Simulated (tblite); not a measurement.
# C4H16B2N2: the cost of one run

The runs use tblite 0.8.0 and PySCF 2.14.0, with density-fitted response routines of our own; the level of theory stands in each step. All values are computed, except where a source is named. Atoms are numbered from 0 throughout.

## Step 1: The molecule as given

24 atoms, charge 0, multiplicity 1; geometry from: force field or distance geometry start.

Bonds of the start (Å): C0–B1 1.60, B1–C2 1.58, C2–B3 1.63, B3–N4 1.54, N4–C5 1.46, B3–N6 1.55, N6–C7 1.47, C0–H8 1.11, C0–H9 1.12, C0–H10 1.10, B1–H11 1.19, C2–H12 1.11, C2–H13 1.12, B3–H14 1.21, N4–H15 1.04, C5–H16 1.11, C5–H17 1.12, C5–H18 1.12, N6–H19 1.05, N6–H20 1.04, C7–H21 1.12, C7–H22 1.12, C7–H23 1.11.

## Step 2: Relaxing the molecule with GFN2-xTB

What the job is given:

```
{"job": {"kind": "relax", "xc": "GFN2-xTB", "basis": "xTB"}, "charge": 0, "multiplicity": 1}
C      3.281100    -0.867300     0.301700
B      1.848100    -1.174800    -0.344900
C      0.940300    -0.002500    -0.880500
B     -0.471700     0.101800    -0.077900
N     -1.091000     1.510300    -0.210500
C     -0.604400     2.429800     0.808500
N     -1.471000    -0.956800    -0.616300
C     -2.657100    -1.060600     0.238400
H      3.759000    -1.813500     0.627100
H      3.140100    -0.199600     1.185200
H      3.912300    -0.365400    -0.452200
H      1.473800    -2.301300    -0.396300
H      1.479500     0.959900    -0.781100
H      0.733500    -0.175900    -1.963800
H     -0.263300    -0.128100     1.089700
H     -0.843100     1.905900    -1.143000
H     -1.043300     3.437800     0.650900
H      0.506400     2.523400     0.769800
H     -0.910300     2.086400     1.826500
H     -1.006700    -1.896900    -0.642700
H     -1.770600    -0.688800    -1.576500
H     -3.350000    -1.831800    -0.180900
H     -3.207900    -0.091500     0.280900
H     -2.395400    -1.381000     1.266600
```

On the command line:

```
$ OMP_NUM_THREADS=1 python probes_run.py task.json out
```

This one command runs all jobs of the session in turn.

**Question.** How long does this first job take on 1 thread of Arm Neoverse V1, shared host?

About 1.1 s.
